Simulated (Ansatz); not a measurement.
# ScZn: how the settings move a single-point run

How sensitive is a single-point run of ScZn to its settings? A reference run comes first, then one run with altered input.

Computed with Ansatz 0.2.0 (reference: DFT, r2SCAN, PAW with Ansatz's default frozen-core files, scalar-relativistic; levels and slopes on a fine mesh, independent-particle optical spectra, unless a step's input says otherwise).

### Step 1. The starting structure

The structure is cubic, space group Pm-3m (No. 221). Conventional cell: a = 3.332 Å, b = 3.332 Å, c = 3.332 Å, α = 90.00°, β = 90.00°, γ = 90.00°. Sc (site symmetry m-3m) has 8 Zn at 2.89 Å as nearest neighbours. Around Zn (site symmetry m-3m) lie 8 Sc at 2.89 Å.

As a file:

```cif
data_structure
_symmetry_space_group_name_H-M 'P 1'
_symmetry_Int_Tables_number 1
_cell_length_a 3.3316
_cell_length_b 3.3316
_cell_length_c 3.3316
_cell_angle_alpha 90.000
_cell_angle_beta 90.000
_cell_angle_gamma 90.000
_cell_volume 36.98
loop_
_atom_site_label
_atom_site_type_symbol
_atom_site_fract_x
_atom_site_fract_y
_atom_site_fract_z
_atom_site_occupancy
Sc1 Sc 0.00000 0.00000 0.00000 1
Zn1 Zn 0.50000 0.50000 0.50000 1
```

### Step 2. Reference

input.yaml reads:

```yaml
crystal:
  lattice:
    - [3.3315594133, 0.0, 0.0]
    - [0.0, 3.3315594133, 0.0]
    - [0.0, 0.0, 3.3315594133]
  atoms:
    - { symbol: Sc, position: [0.0, 0.0, 0.0] }
    - { symbol: Zn, position: [0.5, 0.5, 0.5] }
kpoints:
  mp_grid: { grid: [10, 10, 10] }
scf:
  occupations: { method: fermi_dirac, width: 0.05 }
hamiltonian:
  xc: r2scan
  pseudopotentials: { kind: paw }
output:
  forces: true
  stress: true
  eigenvalues: true
  eigenstates:
    nscf_kmesh: { grid: [16, 16, 16] }
    de_dk: true
    e_range: [-14, 14]
  optics:
    e_range: [0, 20]
    de: 0.2
    sigma: 0.2
    bands: { spectra_wanted_up_to: 20 }
    nscf_kmesh: { grid: [16, 16, 16] }
    drude_damping: 0.2
checkpoint:
  write: ck
  write_wavefunctions: false
```

Launch:

```console
$ ansatz run input.yaml --threads 1 --pin off --max-ram 3072MiB --backend cpu --events-out ev --progress --plain --runs-dir out
```

### Step 3. Variant: mp_grid.grid [5, 5, 5], eigensolver.kind davidson, basis.precision f64

Edit input.yaml of step 2 so:

```diff
@@ -9,5 +9,6 @@
 kpoints:
-  mp_grid: { grid: [10, 10, 10] }
+  mp_grid: { grid: [5, 5, 5] }
 scf:
   occupations: { method: fermi_dirac, width: 0.05 }
+  eigensolver: { kind: davidson }
 hamiltonian:
@@ -33 +34,3 @@
   write_wavefunctions: false
+basis:
+  precision: f64
```

**Question.** What will these runs give? Wanted: for each run, ending; energy change; pressure; gap; force.

**Answer**, as computed:

```tsv
run	ending	energy change	pressure (GPa)	gap (eV)	force (eV/Å)	cycles	time
reference	converged	0	0.0	0.00	0.00	-	2.4 min
1: mp_grid.grid [5, 5, 5], eigensolver.kind davidson, basis.precision f64	converged	+11.1 meV/atom	0.2	0.00	0.00	15	2.3 min
```

Residual by cycle in the longest SCF loop of each run; runs are numbered as in the table. The quantity is the density residual dr2, in eV.

```tsv
cycle	reference	run 1
1	0.167	0.135
2	0.0173	0.0582
4	1.3e-4	2.2e-4
5	1.4e-5	1.1e-4
6	1.2e-7	5.5e-5
7	5.9e-9	2.0e-5
9	9.1e-12	2.0e-7
10	-	4.3e-8
11	-	1.9e-8
12	-	5.3e-10
14	-	2.2e-11
15	-	6.2e-13
```

Changing the k-point mesh, solver and arithmetic precision moves the energy by +11.1 meV/atom. The energy is not variational in the mesh, so the sign tells nothing. Of the settings changed, the mesh is the one that moves energies this far.
